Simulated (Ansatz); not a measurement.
Run this with the Ansatz DFT code, driven from Python and show what comes out.

Script `deck_hse.py`:
```python
import ansatz as az
import numpy as np


def main() -> None:
    deck = {
        'crystal': {
            'periodic': [False, False, False],
            'atoms': [
                {'symbol': 'H', 'position_ang': [0.0, 0.0, 0.0]},
                {'symbol': 'Se', 'position_ang': [0.0, 0.0, 1.435]},
            ],
        },
        'magnetization': {'spin_polarized': True, 'initial_magnetization': 1},
        'basis': {'gaussian': {'orbitals': 'def2-SVP'}},
        'hamiltonian': {'xc': 'hf'},
        'output': {'forces': True},
    }
    session = az.Session.from_dict(deck)
    report = session.plan(threads=1).execute().report

    for key in ('converged', 'free_energy_ev', 'reference_energy_ev', 'n_frozen', 'n_occupied', 'n_virtual'):
        print(f'{key:22s} {report[key]}')
    symbols = ['H', 'Se']

    print('forces (eV/A)')
    for symbol, f in zip(symbols, report['forces_ev_ang']):
        print(f'  {symbol:2s} {f[0]:9.4f} {f[1]:9.4f} {f[2]:9.4f}')
    charges = report['charge_distribution']
    print('dipole moment', round(4.803205 * float(np.linalg.norm(charges['dipole_moment_e_ang'])), 3), 'D')
    print('Mulliken:', [(s, round(q, 3)) for s, q in zip(symbols, charges['mulliken_charges_e'])])


if __name__ == '__main__':
    main()
```

```console
$ python deck_hse.py
converged              True
free_energy_ev         -65310.35790706452
reference_energy_ev    -65310.35790706452
n_frozen               0
n_occupied             [18, 17]
n_virtual              [19, 20]
forces (eV/A)
  H     0.0000   -0.0000   -0.5881
  Se   -0.0000    0.0000    0.5881
dipole moment 0.779 D
Mulliken: [('H', 0.039), ('Se', -0.039)]
```

What to keep in mind:
- Total energies depend on the basis set; only differences at equal settings carry meaning.
- The geometry is a force-field or estimated start, not a minimum of this method, and the basis set is short of its limit.
- The run takes the species as open-shell (spin multiplicity 2), which needn't be its ground state.
- Run time: 0.5 s on 1 thread of Arm Neoverse V1 (shared host), peak memory 0.13 GiB.
